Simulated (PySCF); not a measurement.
# OsOH₂: relaxation and vibrations of the triplet

Aim: relax OsOH₂ as a triplet from a PBE0 minimum start, check by its vibrations whether the end is a minimum, and collect its spectrum and constants.

Computed with PySCF 2.14.0. Level: PBE0, basis Os def2-TZVP with ECP60, O def2-TZVP, H def2-TZVP, scalar-relativistic core potentials, no spin–orbit coupling, density fitting.

## Step 1: Starting geometry

4 atoms, charge 0, spin multiplicity 3.

Bond lengths: Os1–O2 1.680 Å, Os1–H3 1.597 Å, Os1–H4 1.597 Å. Angles: O2–Os1–H3 108.1°, O2–Os1–H4 108.1°, H3–Os1–H4 89.2°.

```xyz
4
charge 0 multiplicity 3
Os   -0.0106    0.1231    0.0000
O     0.0000   -1.5568    0.0000
H     1.0098    0.6252   -1.1205
H     1.0098    0.6252    1.1205
```

## Step 2: Finding the electronic state

The steps below are one call of a driver around PySCF. For each, scf.py gives the equivalent set-up of the SCF; relaxations use the driver's own optimiser. After this first run the driver tries any further starts and a stability analysis.

File scf.py:

```python
from pyscf import gto, scf, dft
mol = gto.M(atom='''
Os    -0.010600     0.123150    -0.000000
O     -0.000000    -1.556800     0.000000
H      1.009790     0.625200    -1.120530
H      1.009790     0.625200     1.120530''',
    basis={'Os': 'def2-TZVP', 'O': 'def2-TZVP', 'H': 'def2-TZVP'},
    ecp={'Os': 'def2-TZVP'},
    charge=0, spin=2)
mf = dft.UKS(mol, xc='PBE0')
mf.grids.atom_grid = (50, 194)
aux = {'Os': 'def2-universal-JKFIT', 'O': 'def2-universal-JKFIT', 'H': 'def2-universal-JKFIT'}
mf = mf.density_fit(auxbasis=aux)
mf.conv_tol = 1e-08
mf.diis_space = 10
mf.max_cycle = 60
mf.init_guess = 'minao'
mf.verbose = 4
mf.kernel()
```

Started as:

```
OMP_NUM_THREADS=2 python axn.py task.json out
```

The program printed:

```text
init E= -149.852970105721
[... the frontier-level lines of each cycle are left out ...]
cycle= 1 E= -166.832962522745  delta_E=  -17  |g|= 0.617  |ddm|= 5.34
cycle= 2 E= -164.863388437002  delta_E= 1.97  |g|=  2.2  |ddm|= 1.53
cycle= 3 E= -166.950383921075  delta_E= -2.09  |g|= 0.325  |ddm|= 1.21
cycle= 4 E= -166.983157790914  delta_E= -0.0328  |g|= 0.175  |ddm|= 0.373
cycle= 5 E= -166.99548145908  delta_E= -0.0123  |g|= 0.0448  |ddm|= 0.14
cycle= 6 E= -166.996332617678  delta_E= -0.000851  |g|= 0.0131  |ddm|= 0.0326
cycle= 7 E= -166.996439641743  delta_E= -0.000107  |g|= 0.00369  |ddm|= 0.0131
cycle= 8 E= -166.996456006639  delta_E= -1.64e-05  |g|= 0.00184  |ddm|= 0.00838
cycle= 9 E= -166.996459447384  delta_E= -3.44e-06  |g|= 0.000491  |ddm|= 0.00305
cycle= 10 E= -166.996460327642  delta_E= -8.8e-07  |g|= 0.000183  |ddm|= 0.00237
cycle= 11 E= -166.996460414431  delta_E= -8.68e-08  |g|= 4.87e-05  |ddm|= 0.000788
cycle= 12 E= -166.996460423064  delta_E= -8.63e-09  |g|= 1.77e-05  |ddm|= 0.000256
Extra cycle  E= -166.996460423324  delta_E= -2.6e-10  |g|= 3.97e-05  |ddm|= 6.02e-05
converged SCF energy = -166.996460423324  <S^2> = 2.0126444  2S+1 = 3.0084178
```

This step, with its further starts and checks, needed 8.8 s of wall time on 2 threads of Arm Neoverse V1, shared host.

Energies from each starting density:

| start | energy (Eh) |
| --- | --- |
| the minimal-basis guess | -166.996460 |
| a thermally smeared density | -166.996460 |
| a smeared PBE density | -166.996460 |

No lower solution of this spin turned up from the other starts or in the test of internal stability.

## Step 3: Relaxation: PBE0 minimum start, triplet

The program finds Cs symmetry in the start, which this walk keeps.

scf.py, as its differences from that of step 2:

```diff
@@ -3,4 +3,4 @@
-Os    -0.010600     0.123150    -0.000000
-O     -0.000000    -1.556800     0.000000
-H      1.009790     0.625200    -1.120530
-H      1.009790     0.625200     1.120530''',
+Os    -0.010603     0.123153     0.000000
+O     -0.000003    -1.556797     0.000000
+H      1.009787     0.625203    -1.120530
+H      1.009787     0.625203     1.120530''',
@@ -17 +16,0 @@
-mf.init_guess = 'minao'
```

Energy and gradient, step by step:

| step | energy (Eh) | change (kJ/mol) | largest symmetric gradient (Eh/bohr) |
| --- | --- | --- | --- |
| 0 | -166.996460 | 0.00 | 0.00003 |

The walk took 1.6 s.

Positions (Å) and forces (eV/Å) along the way:

```
step 0
Os  -0.011   0.123   0.000   0.002  -0.001   0.000
O    0.000  -1.557   0.000   0.000   0.001   0.000
H    1.010   0.625  -1.121  -0.001   0.000  -0.001
H    1.010   0.625   1.121  -0.001   0.000   0.001
```

After 0 steps and 0.0 kJ/mol it ends at Cs: Os–H 1.597 Å (×2), Os–O 1.680 Å; H–Os–H 89.2°, H–Os–O 108.1° (×2).

## Step 4: Is it a minimum? Harmonic modes

On the finer grid the gradient is checked again; gradients at displacements of ±0.02 bohr then give force constants and infrared intensities.

scf.py, as its differences from that of step 3:

```diff
@@ -11 +11 @@
-mf.grids.atom_grid = (50, 194)
+mf.grids.atom_grid = (75, 302)
@@ -14 +14 @@
-mf.conv_tol = 1e-08
+mf.conv_tol = 1e-10
```

This SCF starts from the last density.

Log of the central SCF (cycles and frontier levels):

```text
init E= -166.996397507647
[... the frontier-level lines of each cycle are left out ...]
cycle= 1 E= -166.996397507639  delta_E= 8.53e-12  |g|= 4.34e-06  |ddm|= 5.8e-06
Extra cycle  E= -166.996397507627  delta_E= 1.15e-11  |g|= 7.24e-06  |ddm|= 8.96e-06
converged SCF energy = -166.996397507627  <S^2> = 2.0126433  2S+1 = 3.0084171
```

The whole step took 45 s.

Geometry: Cs; Os–H 1.597 Å (×2), Os–O 1.680 Å; H–Os–H 89.2°, H–Os–O 108.1° (×2).

Modes, for the most abundant isotopes:

| symmetry | ω (cm⁻¹) | IR (km/mol) | μ (u) |
| --- | --- | --- | --- |
| a' | 610 | 27.0 | 1.08 |
| a'' | 613 | 0.2 | 1.07 |
| a' | 677 | 4.4 | 1.02 |
| a' | 1018 | 116 | 15.09 |
| a'' | 2246 | 23.6 | 1.01 |
| a' | 2275 | 33.9 | 1.01 |

No imaginary mode, so this is a minimum.

Constants and moments:

| Property | Result |
| --- | --- |
| Dipole moment | 2.68 D |
| Highest occupied level | -6.90 eV |
| Lowest empty level | -2.97 eV |
| Rotational constants | 3.679, 0.3785, 0.3744 cm⁻¹ |
| Zero-point energy | 44.5 kJ/mol |
| Principal polarisabilities | 39.2, 39.6, 45.5 bohr³ |
| Atomisation energy without zero-point energy | 1125 kJ/mol |
| Principal traceless quadrupole moments about the centre of mass | -1.92, 0.92, 0.99 D Å |
| Entropy at 298.15 K and 1 bar (electronic part: spin only) | 276.5 J/(mol K) |
| Heat capacity Cp at 298.15 K | 46.9 J/(mol K) |
| Enthalpy at 298.15 K above 0 K | 11.14 kJ/mol |
| Rotational symmetry number | 1 |
| Spin squared ⟨S²⟩ | 2.013 |

Populations by atom (charges in e):

| atom | Mulliken | Löwdin | polar tensor | spin (Mulliken) | Mayer order to Os1 |
| --- | --- | --- | --- | --- | --- |
| Os1 | 0.49 | 0.37 | 0.84 | 1.65 | – |
| O2 | -0.42 | -0.28 | -0.64 | 0.43 | 2.05 |
| H3,4 | -0.03 | -0.05 | -0.10 | -0.04 | 0.96 |

Mulliken populations on Os1 (outside its core potential): s 2.81, p 6.31, d 6.35, f 0.05.

## Step 5: Results

| quantity | value |
| --- | --- |
| minimum | triplet, Cs |
| geometry | Os–H 1.597 Å (×2), Os–O 1.680 Å; H–Os–H 89.2°, H–Os–O 108.1° (×2) |
| wavenumbers (cm⁻¹) | 610 (a'), 613 (a''), 677 (a'), 1018 (a'), 2246 (a''), 2275 (a') |
| dipole moment | 2.68 D |
| highest occupied, lowest empty level (either spin) | -6.90, -2.97 eV |
| polar-tensor charge of Os1 | +0.84 e |
| zero-point energy | 44.5 kJ/mol |
| entropy at 298.15 K | 276.5 J/(mol K) |
| atomisation energy (no zero-point energy) | 1125 kJ/mol |
| ⟨S²⟩ | 2.013 |

What this shows: The molecule stays Cs, as typed, and the end point is a minimum. In the infrared the band at 1018 cm⁻¹ (a', stretch) leads. Most of the spin sits on Os1 (Mulliken spin 1.65, against 2 for the whole molecule). Other starts or spin states, not run here, may lie lower. One determinant may miss the lowest occupation of an open d or f shell. Spin–orbit coupling, left out here, can matter for elements this heavy.

The search up to here took 56 s.
